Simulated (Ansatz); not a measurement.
# C₃H₆FI: up Jacob's ladder to CCSD(T)

The task here is to estimate one member of a computed series from the others.

Program: Ansatz 0.2.0, Gaussian basis. Level of theory: functionals in def2-TZVPP, the program's frozen cores in correlated methods. These are calculated values, not measurements.

Plan: PBE-D4, r2SCAN-D4, PBE0-D4, B3LYP-D4, ωB97X-V, ωB97M-V, B2PLYP; CCSD(T)/def2-TZVPP; MP2/def2-QZVPP; extrapolation to the limit.

## The geometry

An earlier PBE0-D4 in a triple-zeta def2 set relaxation fixed the geometry. I takes the def2 core potential; no spin-orbit term is included.

SMILES `CC(I)CF`, 11 atoms, charge 0, spin multiplicity 1.

Atoms are counted from 1 here; the program's logs count them from 0.

Bond lengths: C1–C2 1.511 Å, C1–H6 1.090 Å, C1–H7 1.090 Å, C1–H8 1.096 Å, C2–I3 2.163 Å, C2–C4 1.506 Å, C2–H9 1.091 Å, C4–F5 1.376 Å, C4–H10 1.092 Å, C4–H11 1.098 Å. Angles: C2–C1–H6 111.3°, C2–C1–H7 111.0°, C2–C1–H8 109.3°, H6–C1–H7 108.6°, H6–C1–H8 108.3°, H7–C1–H8 108.2°, C1–C2–I3 110.3°, C1–C2–C4 113.6°, C1–C2–H9 111.4°, I3–C2–C4 110.0°, I3–C2–H9 103.1°, C4–C2–H9 107.9°, C2–C4–F5 111.4°, C2–C4–H10 111.7°, C2–C4–H11 108.6°, F5–C4–H10 108.3°, F5–C4–H11 107.5°, H10–C4–H11 109.2°.

Set-up of the first run:

in.yaml reads:

```yaml
crystal:
  periodic: [false, false, false]
  atoms:
    - {symbol: C, position_ang: [-0.956745, 0.780723, -0.443139]}
    - {symbol: C, position_ang: [0.202787, -0.186735, -0.478242]}
    - {symbol: I, position_ang: [1.954999, 0.771263, -1.308676]}
    - {symbol: C, position_ang: [0.530616, -0.782592, 0.865726]}
    - {symbol: F, position_ang: [0.795241, 0.194681, 1.798179]}
    - {symbol: H, position_ang: [-1.178921, 1.169547, -1.436360]}
    - {symbol: H, position_ang: [-0.744614, 1.619662, 0.219747]}
    - {symbol: H, position_ang: [-1.847576, 0.264824, -0.067715]}
    - {symbol: H, position_ang: [0.016063, -1.007204, -1.172649]}
    - {symbol: H, position_ang: [1.394546, -1.448627, 0.811591]}
    - {symbol: H, position_ang: [-0.341096, -1.348743, 1.219639]}
basis:
  gaussian: {orbitals: def2-TZVPP}
hamiltonian: {xc: pbe, dispersion: d4}
output: {forces: true, orbitals: {seedname: orbitals}}
```

Steps of the session up to this table: PBE-D4 (GGA); r2SCAN-D4 (meta-GGA); PBE0-D4 (hybrid); B3LYP-D4 (hybrid); ωB97X-V (range-separated); ωB97M-V (range-separated); B2PLYP (double hybrid); CCSD(T) in def2-TZVPP; MP2 in def2-QZVPP.

One of the session's tables, all rows but one given; the rest of the session is left out.

```
            method  atomisation energy (kJ/mol)
            PBE-D4                       4162.4
         r2SCAN-D4                       4073.4
           PBE0-D4                       4090.3
          B3LYP-D4                       4055.5
           ωB97X-V                            ?
           ωB97M-V                       4063.1
            B2PLYP                       4017.6
     HF/def2-TZVPP                       2976.4
    MP2/def2-TZVPP                       4046.0
   CCSD/def2-TZVPP                       3910.7
CCSD(T)/def2-TZVPP                       3972.9
           MP2/CBS                       4146.9
       CCSD(T)/CBS                       4073.8
```

**Question.** Estimate the row for ωB97X-V.

**Answer.** atomisation energy (kJ/mol): 4063.7. In the column «atomisation energy (kJ/mol)» it lies between ωB97M-V (4063.1) and r2SCAN-D4 (4073.4).

Limits of these values: Free atoms (3 C, 1 I, 1 F, 6 H) were run apart at each level; the atomisation energy is their sum less the molecule, without zero-point or spin-orbit terms.
